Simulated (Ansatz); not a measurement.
Run this with Ansatz's Python interface and show what comes out.

The script, `field_asbgeh6o.py`:
```python
import ansatz as az
from ase import Atoms
import numpy as np

atoms = Atoms(["Ge", "O", "B", "As", "H", "H", "H", "H", "H", "H"], positions=[
    (-1.3148, -0.6496, -0.4576),
    (-0.226, -0.9582, 0.9314),
    (0.4461, 0.3156, 1.1809),
    (2.2622, 0.7043, 0.333),
    (-0.4864, -0.2113, -1.6936),
    (-2.3379, 0.4576, -0.0931),
    (-2.0825, -1.951, -0.8029),
    (-0.0262, 1.0942, 1.9338),
    (2.1383, -0.5084, -0.6467),
    (1.6273, 1.7067, -0.6853),
])
asbgeh6o = az.Crystal.molecule_from_ase(atoms)

job = asbgeh6o.calculation()
job = job.basis(gaussian="def2-SVPD")
job = job.functional("CAM-B3LYP")
job = job.forces()
centre = np.mean([site.position_ang for site in asbgeh6o.cartesian_sites], axis=0)
field = 2 * 14.399645 * 3.0 / 25.0 ** 2


def dipole(axis, sign):
    arm = 25.0 * np.eye(3)[axis]
    pair = [{"charge": sign * 3.0, "position_ang": (centre - arm).tolist()}, {"charge": -sign * 3.0, "position_ang": (centre + arm).tolist()}]
    deck = job.input().set(az.key.basis.gaussian.point_charges, pair)
    return np.array(az.Session.from_dict(deck).plan().execute().report["charge_distribution"]["dipole_moment_e_ang"])


print(f"field {field:.4f} V/A")
alpha = np.array([(dipole(axis, 1) - dipole(axis, -1)) / (2 * field) * 14.399645 for axis in range(3)])
print("polarisability tensor (A^3)")
print(np.array2string(alpha, precision=3, suppress_small=True))
print(f"mean {np.trace(alpha) / 3:.3f} A^3 = {np.trace(alpha) / 3 / 0.14818471:.2f} bohr^3")
```

```console
$ python field_asbgeh6o.py
field 0.1382 V/A
polarisability tensor (A^3)
[[14.185  1.35   0.002]
 [ 1.343 11.199  0.501]
 [-0.018  0.503 10.91 ]]
mean 12.098 A^3 = 81.64 bohr^3
```

The geometry is a force-field or estimated start, not a minimum of this method, and the basis set is short of its limit. The field of two point charges is only nearly even. Hardware and time: 87 s on 1 thread of Arm Neoverse V2 (shared host), peak memory 0.7 GiB.

(Lines on the test bed's own set-up are left out of the output.)
